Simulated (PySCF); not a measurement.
# C6H5FS: the cost of one run

Computed with PySCF 2.14.0 and routines of our own; the level stands in each step. Atoms count from 0.

### 1 The system as given

13 atoms, charge 0, multiplicity 1; geometry from: GFN2-xTB.

### 2 Magnetic properties: GIAO HF/pcSseg-1

What the job is given:

```
{"job": {"kind": "mag", "xc": "HF", "basis": "pcSseg-1", "isotopologues": 2}, "charge": 0, "multiplicity": 1}
C      2.136491    -0.734765     0.400361
C      1.429211     0.268445    -0.105763
C     -0.017649     0.333615    -0.165357
C     -0.685631     1.398265    -0.702736
S     -2.395131     1.231590    -0.653558
C     -2.205422    -0.311203     0.109910
F     -3.285084    -1.021595     0.439251
C     -0.917627    -0.666350     0.309675
H      1.675188    -1.610772     0.822345
H      3.212347    -0.712218     0.409356
H      1.935563     1.130661    -0.519827
H     -0.262359     2.284963    -1.131438
H     -0.624286    -1.590150     0.770053
```

Level: GIAO HF/pcSseg-1 magnetisability, rotational g tensor and spin-rotation constants, non-relativistic, gas phase.

The run is started by

```console
> OMP_NUM_THREADS=1 python excited_run.py task.json out
```

One launch serves the whole session: the jobs run in the order shown.

Q: Estimate the wall time and peak memory of this first job on 1 thread of Arm Neoverse V1, shared host.

About 17 s, with a peak of 0.8 GiB.
